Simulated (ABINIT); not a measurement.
ScF3, 4 atoms in the cell. Symmetry: Pm-3m, No. 221, cubic system. The conventional cell has a = 4.012 Å, b = 4.012 Å, c = 4.012 Å, α = 90.00°, β = 90.00°, γ = 90.00°. Sc (site symmetry m-3m) has 6 F at 2.01 Å as nearest neighbours. F (site symmetry 4/mmm) has 2 Sc at 2.01 Å as nearest neighbours. 

- Program: ABINIT 10.8.3 (patched build)
- Task: single point
- Functional: PBEsol
- Potentials or basis: PseudoDojo NC SR PBEsol v0.4.1 standard
- Cutoff: 980 eV
- k mesh: 5 × 5 × 5
- Occupations: fermi-dirac, width 0.05 eV
- Spin: no spin polarisation

Potentials or basis: PseudoDojo NC SR PBEsol v0.4.1 standard.

Launch:

```bash
$ abinit run.abi > log 2>&1
```

Hardware: 1 thread of Arm Neoverse V2, with other jobs on the host.

Q: Estimate the wall time of this run.

A: Run time: 30 s on 1 thread of Arm Neoverse V2, with other jobs on the host, peak memory 0.09 GiB. Counts: scf iterations 13, mpi ranks 1, k points 10, bands 20, plane waves 4529.
